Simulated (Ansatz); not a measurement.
# C3H12FN3Zr: the cost of one run

Method: the settings change from run to run; program: Ansatz 0.2.0, Gaussian basis.

### Step 1. The molecule

The structure was relaxed beforehand with PBE0-D4 in a triple-zeta def2 set. Zr takes a core potential in def2 sets; no spin-orbit term is included.

SMILES `C[NH][Zr]([F])([NH]C)[NH]C`, 20 atoms, charge 0, spin multiplicity 1.

Atoms are counted from 1 here; the program's logs count them from 0.

Bond lengths: C1–N2 1.449 Å, C1–H9 1.097 Å, C1–H10 1.096 Å, C1–H11 1.097 Å, N2–Zr3 2.035 Å, N2–H12 1.011 Å, Zr3–F4 1.941 Å, Zr3–N5 2.036 Å, Zr3–N7 2.036 Å, N5–C6 1.448 Å, N5–H13 1.015 Å, C6–H14 1.092 Å, C6–H15 1.097 Å, C6–H16 1.097 Å, N7–C8 1.448 Å, N7–H17 1.011 Å, C8–H18 1.096 Å, C8–H19 1.097 Å and more. Angles: N2–C1–H9 112.4°, N2–C1–H10 110.2°, N2–C1–H11 112.8°, H9–C1–H10 106.6°, H9–C1–H11 107.9°, H10–C1–H11 106.6°, C1–N2–Zr3 123.8°, C1–N2–H12 111.8°, Zr3–N2–H12 124.3°, N2–Zr3–F4 111.9°, N2–Zr3–N5 107.6°, N2–Zr3–N7 106.5°, F4–Zr3–N5 111.8°, F4–Zr3–N7 112.1°, N5–Zr3–N7 106.7°, Zr3–N5–C6 132.4°, Zr3–N5–H13 116.8°, C6–N5–H13 110.5° and more.

Coordinates:

```mol
C3H12FN3Zr
  3D, bonds by distance, orders not assigned

 20 19  0  0  0  0  0  0  0  0999 V2000
    2.7513    0.0793   -1.7820 C   0  0
    1.7538    0.7594   -0.9816 N   0  0
   -0.1430    0.0721   -0.7152 Zr  0  0
   -0.9190   -0.5719   -2.3739 F   0  0
   -1.2384    1.5853    0.0952 N   0  0
   -1.6958    1.8467    1.4441 C   0  0
   -0.0340   -1.3902    0.6968 N   0  0
   -1.1050   -2.3230    0.9812 C   0  0
    3.6508   -0.1711   -1.2056 H   0  0
    2.3503   -0.8668   -2.1635 H   0  0
    3.0636    0.6623   -2.6572 H   0  0
    2.0901    1.6495   -0.6407 H   0  0
   -1.6259    2.2667   -0.5500 H   0  0
   -1.3013    1.0838    2.1189 H   0  0
   -1.3543    2.8205    1.8171 H   0  0
   -2.7898    1.8247    1.5284 H   0  0
    0.7963   -1.5967    1.2349 H   0  0
   -1.9822   -2.0919    0.3661 H   0  0
   -1.4347   -2.2761    2.0267 H   0  0
   -0.8329   -3.3625    0.7603 H   0  0
  1  2  8  0
  2  3  8  0
  3  4  8  0
  3  5  8  0
  5  6  8  0
  3  7  8  0
  7  8  8  0
  1  9  8  0
  1 10  8  0
  1 11  8  0
  2 12  8  0
  5 13  8  0
  6 14  8  0
  6 15  8  0
  6 16  8  0
  7 17  8  0
  8 18  8  0
  8 19  8  0
  8 20  8  0
M  END
```

### Step 2. rPW86-PBE/def2-SVP

Options: rVV10 dispersion, the search for lower states set to off.

in.yaml reads:

```yaml
crystal:
  periodic: [false, false, false]
  atoms:
    - {symbol: C, position_ang: [2.751339, 0.079268, -1.782017]}
    - {symbol: N, position_ang: [1.753838, 0.759441, -0.981610]}
    - {symbol: Zr, position_ang: [-0.142990, 0.072114, -0.715178]}
    - {symbol: F, position_ang: [-0.919049, -0.571889, -2.373944]}
    - {symbol: N, position_ang: [-1.238360, 1.585273, 0.095165]}
    - {symbol: C, position_ang: [-1.695773, 1.846657, 1.444066]}
    - {symbol: N, position_ang: [-0.034049, -1.390218, 0.696795]}
    - {symbol: C, position_ang: [-1.105013, -2.323036, 0.981172]}
    - {symbol: H, position_ang: [3.650825, -0.171104, -1.205600]}
    - {symbol: H, position_ang: [2.350295, -0.866777, -2.163464]}
    - {symbol: H, position_ang: [3.063623, 0.662309, -2.657154]}
    - {symbol: H, position_ang: [2.090059, 1.649499, -0.640674]}
    - {symbol: H, position_ang: [-1.625921, 2.266687, -0.549986]}
    - {symbol: H, position_ang: [-1.301314, 1.083810, 2.118853]}
    - {symbol: H, position_ang: [-1.354308, 2.820486, 1.817140]}
    - {symbol: H, position_ang: [-2.789752, 1.824689, 1.528382]}
    - {symbol: H, position_ang: [0.796283, -1.596681, 1.234884]}
    - {symbol: H, position_ang: [-1.982174, -2.091900, 0.366128]}
    - {symbol: H, position_ang: [-1.434663, -2.276150, 2.026717]}
    - {symbol: H, position_ang: [-0.832877, -3.362468, 0.760317]}
basis:
  gaussian: {orbitals: def2-SVP}
hamiltonian: {xc: {name: rPW86-PBE}, dispersion: rvv10}
scf: {lower_state_search: off}
output: {forces: true}
```

The run is started by

```console
> ansatz run in.yaml --threads 5 --pin off --events-out ev --progress --plain --max-ram 66560MiB --backend cpu
```

What time and memory should one allow on 5 threads of AMD EPYC 7R13, shared host?

About 8.5 s, with a peak of 0.36 GiB.
